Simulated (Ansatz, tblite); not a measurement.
# In10As11 wurtzite off sphere (In₁₀As₁₁H₂₈+): removing and adding an electron

What does removing or adding an electron cost or gain for In10As11 wurtzite off sphere (In₁₀As₁₁H₂₈+)? Each charged state is run at several levels.

Method: as each input shows; program: Ansatz 0.2.0, Gaussian basis.

The runs, in order: charge +2 doublet, at the geometry of the singlet (PBE0-D4/def2-TZVP, PBE-D4/def2-TZVP, B3LYP-D4/def2-TZVP); charge 0 doublet, at the geometry of the singlet (PBE0-D4/def2-TZVP, PBE-D4/def2-TZVP, B3LYP-D4/def2-TZVP); the starting singlet's energies come from earlier runs.

1 further run of the same task is left out (set aside as unsound or not needed).

## Step 1: The geometry

The geometry is that of the singlet, from an earlier relaxation (PBE-D4/def2-SVP).

49 atoms, charge 1, spin multiplicity 1.

Atoms are counted from 1 here; the program's logs count them from 0.

Bond lengths: As1–In2 2.808 Å, As1–In5 2.674 Å, As1–H22 1.527 Å, As1–H23 1.527 Å, In2–As7 2.738 Å, In2–H24 1.727 Å, In2–H25 1.728 Å, As3–In4 2.721 Å, As3–In5 2.638 Å, As3–In14 2.729 Å, As3–H26 1.532 Å, In4–As9 2.802 Å, In4–H27 1.733 Å, In4–H28 1.726 Å, In5–As6 2.670 Å, In5–As15 2.669 Å, As6–In8 2.720 Å, As6–In10 2.649 Å and more. Angles: In2–As1–In5 125.0°, In2–As1–H22 111.8°, In2–As1–H23 112.3°, In5–As1–H22 103.2°, In5–As1–H23 104.1°, H22–As1–H23 96.4°, As1–In2–As7 91.8°, As1–In2–H24 102.5°, As1–In2–H25 102.7°, As7–In2–H24 107.9°, As7–In2–H25 107.0°, H24–In2–H25 135.9°, In4–As3–In5 113.6°, In4–As3–In14 124.7°, In4–As3–H26 100.8°, In5–As3–In14 112.6°, In5–As3–H26 97.4°, In14–As3–H26 101.7° and more.

In takes a core potential in the def2 sets. No spin-orbit coupling is included. The ion is computed in the gas phase, without counter-ions or solvent.

## Step 2: Charge +2 doublet at the fixed geometry, PBE0-D4/def2-TZVP

Contents of in.yaml:

```yaml
crystal:
  periodic: [false, false, false]
  atoms:
    - {symbol: As, position_ang: [0.466795, -4.456178, 0.135719]}
    - {symbol: In, position_ang: [0.422658, -4.903937, 2.907481]}
    - {symbol: As, position_ang: [0.444864, -1.895533, -3.661985]}
    - {symbol: In, position_ang: [-1.976104, -1.196630, -4.688941]}
    - {symbol: In, position_ang: [0.472466, -2.048751, -1.028961]}
    - {symbol: As, position_ang: [-1.576609, -0.791901, 0.134151]}
    - {symbol: As, position_ang: [0.442099, -2.215653, 3.428635]}
    - {symbol: In, position_ang: [-1.824870, -0.937240, 2.838471]}
    - {symbol: As, position_ang: [-1.871263, 1.352666, -3.530227]}
    - {symbol: In, position_ang: [-1.699820, 1.651099, -0.882349]}
    - {symbol: As, position_ang: [-3.784136, 2.864062, 0.255796]}
    - {symbol: As, position_ang: [-1.774171, 1.674266, 3.428266]}
    - {symbol: In, position_ang: [-4.126067, 3.015475, 3.050174]}
    - {symbol: In, position_ang: [2.849994, -1.120230, -4.692305]}
    - {symbol: As, position_ang: [2.520579, -0.758455, 0.095047]}
    - {symbol: In, position_ang: [2.746198, -1.086991, 2.756616]}
    - {symbol: As, position_ang: [2.754116, 1.366419, -3.443465]}
    - {symbol: In, position_ang: [2.851072, 1.750208, -0.790239]}
    - {symbol: As, position_ang: [0.509926, 2.779887, 0.032058]}
    - {symbol: As, position_ang: [2.388334, 1.511713, 3.473865]}
    - {symbol: In, position_ang: [0.339010, 3.115542, 2.711379]}
    - {symbol: H, position_ang: [-0.672059, -5.184541, -0.574107]}
    - {symbol: H, position_ang: [1.604851, -5.204863, -0.554131]}
    - {symbol: H, position_ang: [-1.183637, -5.482162, 3.165697]}
    - {symbol: H, position_ang: [2.017236, -5.490807, 3.221997]}
    - {symbol: H, position_ang: [0.454669, -3.400307, -3.947661]}
    - {symbol: H, position_ang: [-3.212789, -1.897411, -3.697426]}
    - {symbol: H, position_ang: [-1.792099, -0.902763, -6.379834]}
    - {symbol: H, position_ang: [-2.806103, -1.459034, -0.483087]}
    - {symbol: H, position_ang: [0.490972, -2.137696, 4.956239]}
    - {symbol: H, position_ang: [-3.285325, -1.750072, 3.307627]}
    - {symbol: H, position_ang: [-3.058107, 2.234750, -3.910550]}
    - {symbol: H, position_ang: [-0.789910, 2.272484, -4.093409]}
    - {symbol: H, position_ang: [-4.969790, 2.219659, -0.458813]}
    - {symbol: H, position_ang: [-3.865997, 4.213038, -0.455313]}
    - {symbol: H, position_ang: [-1.606992, 1.676291, 4.949686]}
    - {symbol: H, position_ang: [-5.428590, 1.911776, 3.305431]}
    - {symbol: H, position_ang: [-3.834400, 4.688445, 3.367032]}
    - {symbol: H, position_ang: [2.624436, -0.778585, -6.369861]}
    - {symbol: H, position_ang: [4.077315, -1.910550, -3.759374]}
    - {symbol: H, position_ang: [3.740021, -1.475959, -0.483970]}
    - {symbol: H, position_ang: [4.244496, -1.750584, 3.315367]}
    - {symbol: H, position_ang: [1.583059, 2.218051, -3.930222]}
    - {symbol: H, position_ang: [3.852209, 2.277590, -3.988716]}
    - {symbol: H, position_ang: [4.224129, 2.602028, -0.158405]}
    - {symbol: H, position_ang: [0.465714, 4.199892, -0.531214]}
    - {symbol: H, position_ang: [2.426851, 1.576088, 4.999469]}
    - {symbol: H, position_ang: [3.696660, 2.263855, 3.232258]}
    - {symbol: H, position_ang: [0.487608, 4.761453, 3.230703]}
basis:
  gaussian: {orbitals: def2-TZVP, fitting: {mean_field: def2-universal-jkfit}}
total_charge: 2
magnetization: {spin_polarized: true, initial_magnetization: 1}
hamiltonian: {xc: pbe0, dispersion: d4}
scf: {omitted_lower_state_checks: [starts]}
output: {orbitals: {seedname: orbitals}}
```

The run is started by

```
> ansatz run in.yaml --threads 11 --pin off --events-out ev --progress --plain --max-ram 120832MiB --backend cuda --devices 0, --max-vram 75GiB
```

Standard output:

```text
Functional definition: PBE0
  name "PBE0"
  cite "Adamo & Barone, J. Chem. Phys. 110, 6158 (1999) doi:10.1063/1.478522"
  cite "Perdew, Burke & Ernzerhof, Phys. Rev. Lett. 77, 3865 (1996) doi:10.1103/PhysRevLett.77.3865"
  parent pbe
  parameter a = 0.25
  parameter kappa = 0.804
  parameter beta = 0.06672455060314922
  exchange = (1 - a)*pbe_x(kappa = kappa, mu = beta*pi^2/3) + a*exact_x
  correlation = pbe_c(beta = beta)
these checks for a lower state are left out or cut short: starts
5610 factors; integrals over basis functions are off by at most 6.4e-1 eV
mean field evaluation 1: about -721359.2326 eV, gradient 3.7e1 eV
mean field evaluation 2: about -721350.2767 eV, gradient 5.4e1 eV
mean field evaluation 4: about -721366.3741 eV, gradient 6.5e0 eV
mean field evaluation 8: about -721366.6408 eV, gradient 1.2e0 eV
mean field evaluation 16: about -721366.6585 eV, gradient 5.8e-2 eV
mean field evaluation 32: about -721366.6589 eV, gradient 1.2e-4 eV
mean field -721366.65890423 eV, -26509.7357548475 hartree, gradient 7.5e-6 eV, S^2 0.756298; 0 other end points of the search recorded, 0 dependent functions left out
reference -721366.65901944 eV, -26509.7357590813 hartree; 300, 299 occupied and 896, 897 virtual orbitals, 5610 factors
Total energy: -721369.90193550 eV, -26509.8549340483 hartree
Checks for a lower state left out: starts
```

It took 34 s on 1 × H100 with 11 threads of AMD EPYC 7R13, shared host; peak host memory 2.3 GiB.

From the report: HOMO -11.70 eV, LUMO -10.99 eV (over both spins); ⟨S²⟩ 0.756 (pure: 0.75).

## Step 3: Charge +2 doublet at the fixed geometry, PBE-D4/def2-TZVP

start.molden holds the orbitals of an earlier run on this state, given as this run's starting guess.

Edit in.yaml of step 2 so:

```diff
@@ -53,6 +53,6 @@
 basis:
-  gaussian: {orbitals: def2-TZVP, fitting: {mean_field: def2-universal-jkfit}}
+  gaussian: {orbitals: def2-TZVP, fitting: {mean_field: def2-universal-jkfit}, initial_orbitals: start.molden}
 total_charge: 2
 magnetization: {spin_polarized: true, initial_magnetization: 1}
-hamiltonian: {xc: pbe0, dispersion: d4}
+hamiltonian: {xc: pbe, dispersion: d4}
 scf: {omitted_lower_state_checks: [starts]}
```

Same command.

Standard output:

```text
Functional definition: PBE
  name "PBE"
  cite "Perdew, Burke & Ernzerhof, Phys. Rev. Lett. 77, 3865 (1996) doi:10.1103/PhysRevLett.77.3865"
  parent pbe
  parameter kappa = 0.804
  parameter beta = 0.06672455060314922
  exchange = pbe_x(kappa = kappa, mu = beta*pi^2/3)
  correlation = pbe_c(beta = beta)
these checks for a lower state are left out or cut short: starts
5610 factors; integrals over basis functions are off by at most 6.4e-1 eV
mean field evaluation 1: about -721345.5253 eV, gradient 2.1e1 eV
mean field evaluation 2: about -721346.4879 eV, gradient 1.2e0 eV
mean field evaluation 4: about -721346.5438 eV, gradient 6.1e-1 eV
mean field evaluation 8: about -721346.5480 eV, gradient 1.8e-3 eV
mean field evaluation 16: about -721346.5480 eV, gradient 2.9e-5 eV
mean field -721346.54802884 eV, -26508.9966938086 hartree, gradient 2.7e-6 eV, S^2 0.751133; 0 other end points of the search recorded, 0 dependent functions left out
reference -721346.54819495 eV, -26508.9966999127 hartree; 300, 299 occupied and 896, 897 virtual orbitals, 5610 factors
Total energy: -721350.05554604 eV, -26509.1255926881 hartree
Checks for a lower state left out: starts
```

It took 16 s on 1 × H100 with 11 threads of AMD EPYC 7R13, shared host; peak host memory 2.2 GiB.

Report: HOMO -10.92 eV, LUMO -10.91 eV (over both spins); ⟨S²⟩ 0.751 (pure: 0.75).

## Step 4: Charge +2 doublet at the fixed geometry, B3LYP-D4/def2-TZVP

Edit in.yaml of step 3 so:

```diff
@@ -56,3 +56,3 @@
 magnetization: {spin_polarized: true, initial_magnetization: 1}
-hamiltonian: {xc: pbe, dispersion: d4}
+hamiltonian: {xc: {name: B3LYP}, dispersion: d4}
 scf: {omitted_lower_state_checks: [starts]}
```

Same command.

Standard output:

```text
Functional definition: B3LYP
  name "B3LYP"
  cite "Stephens, Devlin, Chabalowski & Frisch, J. Phys. Chem. 98, 11623 (1994) doi:10.1021/j100096a001"
  cite "Becke, Phys. Rev. A 38, 3098 (1988) doi:10.1103/PhysRevA.38.3098"
  cite "Lee, Yang & Parr, Phys. Rev. B 37, 785 (1988) doi:10.1103/PhysRevB.37.785"
  cite "Vosko, Wilk & Nusair, Can. J. Phys. 58, 1200 (1980) doi:10.1139/p80-159"
  parameter a0 = 0.2
  parameter ax = 0.72
  parameter ac = 0.81
  exchange = (1 - a0 - ax)*slater_x + ax*b88_x + a0*exact_x
  correlation = (1 - ac)*vwn_rpa_c + ac*lyp_c
these checks for a lower state are left out or cut short: starts
5610 factors; integrals over basis functions are off by at most 6.4e-1 eV
mean field evaluation 1: about -721477.5819 eV, gradient 1.2e1 eV
mean field evaluation 2: about -721477.9826 eV, gradient 4.0e-1 eV
mean field evaluation 4: about -721477.9985 eV, gradient 3.5e-2 eV
mean field evaluation 8: about -721477.9986 eV, gradient 3.7e-5 eV
mean field -721477.99857062 eV, -26513.8274121186 hartree, gradient 3.6e-6 eV, S^2 0.754188; 0 other end points of the search recorded, 0 dependent functions left out
reference -721477.99939512 eV, -26513.8274424184 hartree; 300, 299 occupied and 896, 897 virtual orbitals, 5610 factors
Total energy: -721483.71864901 eV, -26514.0376211221 hartree
Checks for a lower state left out: starts
```

Run time: 43 s. Hardware: 1 × H100 with 11 threads of AMD EPYC 7R13, shared host; peak host memory 2.2 GiB.

HOMO -11.54 eV, LUMO -10.99 eV (over both spins); ⟨S²⟩ 0.754 (pure: 0.75).

## Step 5: Vertical ionisation energy

Charged state less starting state, singlet to doublet; the starting state's energies are those of its earlier runs.

```tsv
level	vertical ionisation energy (eV)	time
PBE-D4/def2-TZVP	+9.65	24 s
B3LYP-D4/def2-TZVP	+10.07	57 s
PBE0-D4/def2-TZVP	+10.12	45 s
```

Times add the two runs; a level without a time comes out of a correlated run.

Beside −ε(HOMO) of the starting state:

```tsv
level	−ε(HOMO) (eV)	by difference (eV)	mismatch (eV)
PBE-D4/def2-TZVP	8.24	9.65	-1.41
B3LYP-D4/def2-TZVP	8.95	10.07	-1.12
PBE0-D4/def2-TZVP	9.14	10.12	-0.98
```

## Step 6: Charge 0 doublet at the fixed geometry, PBE0-D4/def2-TZVP

Edit in.yaml of step 4 so:

```diff
@@ -53,6 +53,5 @@
 basis:
-  gaussian: {orbitals: def2-TZVP, fitting: {mean_field: def2-universal-jkfit}, initial_orbitals: start.molden}
-total_charge: 2
+  gaussian: {orbitals: def2-TZVP, fitting: {mean_field: def2-universal-jkfit}}
 magnetization: {spin_polarized: true, initial_magnetization: 1}
-hamiltonian: {xc: {name: B3LYP}, dispersion: d4}
+hamiltonian: {xc: pbe0, dispersion: d4}
 scf: {omitted_lower_state_checks: [starts]}
```

Same command.

Standard output:

```text
Functional definition: PBE0
  name "PBE0"
  cite "Adamo & Barone, J. Chem. Phys. 110, 6158 (1999) doi:10.1063/1.478522"
  cite "Perdew, Burke & Ernzerhof, Phys. Rev. Lett. 77, 3865 (1996) doi:10.1103/PhysRevLett.77.3865"
  parent pbe
  parameter a = 0.25
  parameter kappa = 0.804
  parameter beta = 0.06672455060314922
  exchange = (1 - a)*pbe_x(kappa = kappa, mu = beta*pi^2/3) + a*exact_x
  correlation = pbe_c(beta = beta)
these checks for a lower state are left out or cut short: starts
5610 factors; integrals over basis functions are off by at most 6.4e-1 eV
mean field evaluation 1: about -721375.0375 eV, gradient 3.5e1 eV
mean field evaluation 2: about -721376.3341 eV, gradient 3.0e1 eV
mean field evaluation 4: about -721380.0313 eV, gradient 6.9e0 eV
mean field evaluation 8: about -721380.3705 eV, gradient 8.5e-1 eV
mean field evaluation 16: about -721380.3864 eV, gradient 5.4e-2 eV
mean field evaluation 32: about -721380.3865 eV, gradient 8.6e-5 eV
mean field -721380.38654704 eV, -26510.2402364156 hartree, gradient 2.4e-6 eV, S^2 0.752589; 0 other end points of the search recorded, 0 dependent functions left out
reference -721380.38669322 eV, -26510.2402417878 hartree; 301, 300 occupied and 895, 896 virtual orbitals, 5610 factors
Total energy: -721383.73869857 eV, -26510.3634257121 hartree
Checks for a lower state left out: starts
```

It took 41 s on 1 × H100 with 11 threads of AMD EPYC 7R13, shared host; peak host memory 2.3 GiB.

Report: HOMO -2.80 eV, LUMO -2.07 eV (over both spins); ⟨S²⟩ 0.753 (pure: 0.75).

## Step 7: Charge 0 doublet at the fixed geometry, PBE-D4/def2-TZVP

Edit in.yaml of step 6 so:

```diff
@@ -53,5 +53,5 @@
 basis:
-  gaussian: {orbitals: def2-TZVP, fitting: {mean_field: def2-universal-jkfit}}
+  gaussian: {orbitals: def2-TZVP, fitting: {mean_field: def2-universal-jkfit}, initial_orbitals: start.molden}
 magnetization: {spin_polarized: true, initial_magnetization: 1}
-hamiltonian: {xc: pbe0, dispersion: d4}
+hamiltonian: {xc: pbe, dispersion: d4}
 scf: {omitted_lower_state_checks: [starts]}
```

Launched as before.

Standard output:

```text
Functional definition: PBE
  name "PBE"
  cite "Perdew, Burke & Ernzerhof, Phys. Rev. Lett. 77, 3865 (1996) doi:10.1103/PhysRevLett.77.3865"
  parent pbe
  parameter kappa = 0.804
  parameter beta = 0.06672455060314922
  exchange = pbe_x(kappa = kappa, mu = beta*pi^2/3)
  correlation = pbe_c(beta = beta)
these checks for a lower state are left out or cut short: starts
5610 factors; integrals over basis functions are off by at most 6.4e-1 eV
mean field evaluation 1: about -721359.0978 eV, gradient 2.1e1 eV
mean field evaluation 2: about -721360.0480 eV, gradient 1.2e0 eV
mean field evaluation 4: about -721360.0916 eV, gradient 1.0e-1 eV
mean field evaluation 8: about -721360.0922 eV, gradient 9.6e-5 eV
mean field evaluation 16: about -721360.0922 eV, gradient 4.4e-6 eV
mean field -721360.09223655 eV, -26509.4944342610 hartree, gradient 4.4e-6 eV, S^2 0.750620; 0 other end points of the search recorded, 0 dependent functions left out
reference -721360.09242969 eV, -26509.4944413588 hartree; 301, 300 occupied and 895, 896 virtual orbitals, 5610 factors
Total energy: -721363.71914363 eV, -26509.6277206379 hartree
Checks for a lower state left out: starts
```

It took 13 s on 1 × H100 with 11 threads of AMD EPYC 7R13, shared host; peak host memory 2.2 GiB.

Report: HOMO -2.69 eV, LUMO -2.61 eV (over both spins); ⟨S²⟩ 0.751 (pure: 0.75).

## Step 8: Charge 0 doublet at the fixed geometry, B3LYP-D4/def2-TZVP

Edit in.yaml of step 7 so:

```diff
@@ -55,3 +55,3 @@
 magnetization: {spin_polarized: true, initial_magnetization: 1}
-hamiltonian: {xc: pbe, dispersion: d4}
+hamiltonian: {xc: {name: B3LYP}, dispersion: d4}
 scf: {omitted_lower_state_checks: [starts]}
```

The command is unchanged.

Standard output:

```text
Functional definition: B3LYP
  name "B3LYP"
  cite "Stephens, Devlin, Chabalowski & Frisch, J. Phys. Chem. 98, 11623 (1994) doi:10.1021/j100096a001"
  cite "Becke, Phys. Rev. A 38, 3098 (1988) doi:10.1103/PhysRevA.38.3098"
  cite "Lee, Yang & Parr, Phys. Rev. B 37, 785 (1988) doi:10.1103/PhysRevB.37.785"
  cite "Vosko, Wilk & Nusair, Can. J. Phys. 58, 1200 (1980) doi:10.1139/p80-159"
  parameter a0 = 0.2
  parameter ax = 0.72
  parameter ac = 0.81
  exchange = (1 - a0 - ax)*slater_x + ax*b88_x + a0*exact_x
  correlation = (1 - ac)*vwn_rpa_c + ac*lyp_c
these checks for a lower state are left out or cut short: starts
5610 factors; integrals over basis functions are off by at most 6.4e-1 eV
mean field evaluation 1: about -721491.3417 eV, gradient 1.2e1 eV
mean field evaluation 2: about -721491.7528 eV, gradient 4.2e-1 eV
mean field evaluation 4: about -721491.7729 eV, gradient 1.0e-1 eV
mean field evaluation 8: about -721491.7732 eV, gradient 4.6e-5 eV
mean field evaluation 16: about -721491.7732 eV, gradient 8.3e-6 eV
mean field -721491.77316138 eV, -26514.3336189920 hartree, gradient 8.3e-6 eV, S^2 0.751709; 0 other end points of the search recorded, 0 dependent functions left out
reference -721491.77403187 eV, -26514.3336509820 hartree; 301, 300 occupied and 895, 896 virtual orbitals, 5610 factors
Total energy: -721497.67731854 eV, -26514.5505927658 hartree
Checks for a lower state left out: starts
```

It took 34 s on 1 × H100 with 11 threads of AMD EPYC 7R13, shared host; peak host memory 2.2 GiB.

HOMO -2.84 eV, LUMO -2.22 eV (over both spins); ⟨S²⟩ 0.752 (pure: 0.75).

## Step 9: Vertical electron affinity

Starting state less charged state (positive: the electron is bound), singlet to doublet; the starting state's energies are those of its earlier runs.

```tsv
level	vertical electron affinity (eV)	time
PBE-D4/def2-TZVP	+4.01	21 s
B3LYP-D4/def2-TZVP	+3.89	49 s
PBE0-D4/def2-TZVP	+3.72	52 s
```

Times add the two runs; a level without a time comes out of a correlated run.

Beside −ε(LUMO) of the starting state:

```tsv
level	−ε(LUMO) (eV)	by difference (eV)	mismatch (eV)
PBE-D4/def2-TZVP	5.23	4.01	+1.22
B3LYP-D4/def2-TZVP	4.76	3.89	+0.87
PBE0-D4/def2-TZVP	4.53	3.72	+0.81
```

## Step 10: Summary of results

| quantity | value |
| --- | --- |
| vertical ionisation energy, functionals in def2-TZVP | 9.65 (PBE-D4) to 10.12 eV (PBE0-D4) |
| vertical electron affinity, functionals in def2-TZVP | 3.72 (PBE0-D4) to 4.01 eV (PBE-D4) |

**Reading.** The vertical ionisation energy spans 9.65 to 10.12 eV over the functionals. −ε(HOMO) misses the level's own difference by -0.98 eV at best (PBE0-D4) and -1.41 eV at worst (PBE-D4). The vertical electron affinity spans 3.72 to 4.01 eV over the functionals. −ε(LUMO) misses the level's own difference by +0.81 eV at best (PBE0-D4) and +1.22 eV at worst (PBE-D4).
